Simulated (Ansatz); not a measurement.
# C2H6BP: the cost of one run

Program: Ansatz 0.2.0. Level of theory: RKS LDA/6-31G*. These are calculated values, not measurements.

**1. The system as given**

Bond lengths: C1–C2 1.272 Å, C2–B3 1.547 Å, B3–P4 1.974 Å, C1–H5 1.116 Å, C1–H6 1.110 Å, C2–H7 1.076 Å, B3–H8 1.213 Å, P4–H9 1.529 Å, P4–H10 1.425 Å. Angles: C1–C2–B3 123.1°, C1–C2–H7 120.1°, B3–C2–H7 116.7°, C2–C1–H5 125.1°, C2–C1–H6 123.5°, H5–C1–H6 111.4°, C2–B3–P4 126.2°, C2–B3–H8 120.4°, P4–B3–H8 113.3°, B3–P4–H9 91.3°, B3–P4–H10 93.4°, H9–P4–H10 94.3°.

As a file:

```xyz
10

C    -1.0487   -0.1795   -0.9303
C    -0.3220   -1.0012   -0.2857
B     0.7925   -0.5580    0.6908
P     1.3208    1.3016    1.0902
H    -0.9859    0.9314   -0.8503
H    -1.8677   -0.4905   -1.6112
H    -0.4466   -2.0600   -0.4297
H     1.4986   -1.3834    1.2316
H    -0.1302    1.6903    1.3747
H     1.2724    1.6982   -0.2772
```

**2. Relaxing the start**

Input file input.yaml:

```yaml
crystal:
  periodic: [false, false, false]
  atoms:
    - { symbol: C, position_ang: [-1.0487, -0.1795, -0.9303] }
    - { symbol: C, position_ang: [-0.322, -1.0012, -0.2857] }
    - { symbol: B, position_ang: [0.7925, -0.558, 0.6908] }
    - { symbol: P, position_ang: [1.3208, 1.3016, 1.0902] }
    - { symbol: H, position_ang: [-0.9859, 0.9314, -0.8503] }
    - { symbol: H, position_ang: [-1.8677, -0.4905, -1.6112] }
    - { symbol: H, position_ang: [-0.4466, -2.06, -0.4297] }
    - { symbol: H, position_ang: [1.4986, -1.3834, 1.2316] }
    - { symbol: H, position_ang: [-0.1302, 1.6903, 1.3747] }
    - { symbol: H, position_ang: [1.2724, 1.6982, -0.2772] }
basis:
  gaussian: { orbitals: "6-31G*" }
hamiltonian:
  xc: lda
relax:
  f_tol: 0.02
  max_steps: 40
scf:
  lower_state_search: "off"
```

On the command line:

```sh
$ ansatz run input.yaml --threads 1 --pin off --max-ram 2048MiB --backend cpu --events-out ev --progress --plain --runs-dir out
```

What time and memory should one allow on 1 thread of Arm Neoverse V1, shared host?

About 25 s, with a peak of 0.11 GiB.
